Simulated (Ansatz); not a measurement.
# Ba2SiIr3: the cost of one run

Program: Ansatz 0.2.0. Level of theory: DFT PBE, scalar-relativistic, plane waves, PAW. These are calculated values, not measurements.

### Step 1. The starting structure

Symmetry: P6/mmm, No. 191, hexagonal system. Conventional cell: a = 6.187 Å, b = 6.187 Å, c = 3.872 Å, α = 90.00°, β = 90.00°, γ = 120.00°. Around Ba (site symmetry -6m2) lie 6 Ir at 2.63 Å and 3 Ba at 3.57 Å and 3 Si at 3.57 Å. Si (site symmetry 6/mmm) is surrounded by 6 Ba at 3.57 Å and 12 Ir at 3.65 Å. Ir (site symmetry mmm) is surrounded by 4 Ba at 2.63 Å and 4 Ir at 3.09 Å and 4 Si at 3.65 Å.

As a file:

```cif
data_structure
_symmetry_space_group_name_H-M 'P 1'
_symmetry_Int_Tables_number 1
_cell_length_a 6.1870
_cell_length_b 6.1870
_cell_length_c 3.8715
_cell_angle_alpha 90.000
_cell_angle_beta 90.000
_cell_angle_gamma 120.000
_cell_volume 128.34
loop_
_atom_site_label
_atom_site_type_symbol
_atom_site_fract_x
_atom_site_fract_y
_atom_site_fract_z
_atom_site_occupancy
Ba1 Ba 0.33333 0.66667 0.00000 1
Ba2 Ba 0.66667 0.33333 0.00000 1
Si1 Si 0.00000 0.00000 0.00000 1
Ir1 Ir 0.50000 0.00000 0.50000 1
Ir2 Ir 0.50000 0.50000 0.50000 1
Ir3 Ir 0.00000 0.50000 0.50000 1
```

(A quick probe on a coarse mesh, which set the mesh and smearing, is not shown.)

### Step 3. Rough relaxation on the coarse mesh

input.yaml

```yaml
crystal:
  lattice:
    - [6.1870245317, 0.0, 0.0]
    - [-3.0935122659, 5.3581204182, 0.0]
    - [0.0, 0.0, 3.8715028232]
  atoms:
    - { symbol: Ba, position: [0.3333333333, 0.6666666667, 0.0] }
    - { symbol: Ba, position: [0.6666666667, 0.3333333333, 0.0] }
    - { symbol: Si, position: [0.0, 0.0, 0.0] }
    - { symbol: Ir, position: [0.5, 0.0, 0.5] }
    - { symbol: Ir, position: [0.5, 0.5, 0.5] }
    - { symbol: Ir, position: [0.0, 0.5, 0.5] }
basis:
  ecutwfc: 420
kpoints:
  mp_grid: { grid: [3, 3, 4] }
hamiltonian:
  xc: pbe
scf:
  occupations: { method: gaussian, width: 0.1 }
  lower_state_search: "off"
output:
  forces: true
  stress: true
  eigenvalues: true
relax:
  adjacent_minimum: "off"
  f_tol: 0.04
  max_steps: 70
  cell: { stress_tol: 0.4 }
```

Launch:

```bash
$ ansatz run input.yaml --threads 1 --pin off --max-ram 2560MiB --backend cpu --events-out ev --progress --plain --runs-dir out
```

Q: Estimate wall time and peak memory on 1 thread of Arm Neoverse V1, shared host.

About 95 s, with a peak of 0.38 GiB.
